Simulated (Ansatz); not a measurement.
# CH₄B₂O (SMILES BOB=C): functionals against CCSD(T) at one geometry

An exercise on one series of results from a longer session: the logs are not shown, and one member is left open.

Computed with Ansatz 0.2.0, Gaussian basis. Level: single points in def2-TZVPP.

Correlated methods freeze the cores.

## The system as given

SMILES `BOB=C`, 8 atoms, charge 0, spin multiplicity 1.

Atoms are counted from 1 here; the program's logs count them from 0.

Bond lengths: B1–O2 1.233 Å, B1–H5 1.242 Å, B1–H6 1.133 Å, O2–B3 1.359 Å, B3–C4 1.385 Å, C4–H7 1.039 Å, C4–H8 1.201 Å. Angles: O2–B1–H5 120.3°, O2–B1–H6 125.3°, H5–B1–H6 114.4°, B1–O2–B3 177.6°, O2–B3–C4 167.0°, B3–C4–H7 126.2°, B3–C4–H8 111.2°, H7–C4–H8 116.1°.

As a file:

```csv
atom,x (Å),y (Å),z (Å)
B1,-1.4263,-1.3174,0.4117
O2,-0.5046,-0.5543,0.1134
B3,0.4995,0.3167,-0.1690
C4,1.3628,1.3955,-0.2677
H5,-2.5882,-0.8898,0.5072
H6,-1.3205,-2.4293,0.5997
H7,1.1264,2.3394,-0.6330
H8,2.4952,1.0311,-0.4360
```

Set-up of the first run:

run/in.yaml reads:

```yaml
crystal:
  periodic: [false, false, false]
  atoms:
    - {symbol: B, position_ang: [-1.426300, -1.317400, 0.411700]}
    - {symbol: O, position_ang: [-0.504600, -0.554300, 0.113400]}
    - {symbol: B, position_ang: [0.499500, 0.316700, -0.169000]}
    - {symbol: C, position_ang: [1.362800, 1.395500, -0.267700]}
    - {symbol: H, position_ang: [-2.588200, -0.889800, 0.507200]}
    - {symbol: H, position_ang: [-1.320500, -2.429300, 0.599700]}
    - {symbol: H, position_ang: [1.126400, 2.339400, -0.633000]}
    - {symbol: H, position_ang: [2.495200, 1.031100, -0.436000]}
basis:
  gaussian: {orbitals: def2-TZVPP}
correlation: {method: ccsd_t}
output: {forces: true}
```

No record of the launch command was kept for these runs.

Among the steps run: CCSD(T)/def2-TZVPP; PBE0-D4/def2-TZVPP; wB97M-V/def2-TZVPP; r2SCAN-D4/def2-TZVPP; PBE-D4/def2-TZVPP; CAM-B3LYP-D4/def2-TZVPP; r2SCAN0-D4/def2-TZVPP.

One table of the session follows, with a row left open; its other results are not shown here.

| method | RMS force component (eV/Å) | angle to CCSD(T) forces (°) | dipole (D) |
| --- | --- | --- | --- |
| CCSD(T) | 2.796 | reference | 0.68 |
| PBE0-D4 | 2.714 | 3.7 | 0.71 |
| wB97M-V | 2.725 | 3.7 | 0.77 |
| r2SCAN-D4 | 2.714 | 2.9 | 0.68 |
| PBE-D4 | 2.696 | 3.0 | 0.62 |
| CAM-B3LYP-D4 | ? | ? | ? |
| r2SCAN0-D4 | 2.727 | 4.1 | 0.75 |

**Question.** Estimate the row for CAM-B3LYP-D4.

The run gave: RMS force component (eV/Å): 2.712; angle to CCSD(T) forces (°): 4.7; dipole (D): 0.76. In the column «RMS force component (eV/Å)» it lies between PBE-D4 (2.696) and PBE0-D4 (2.714).
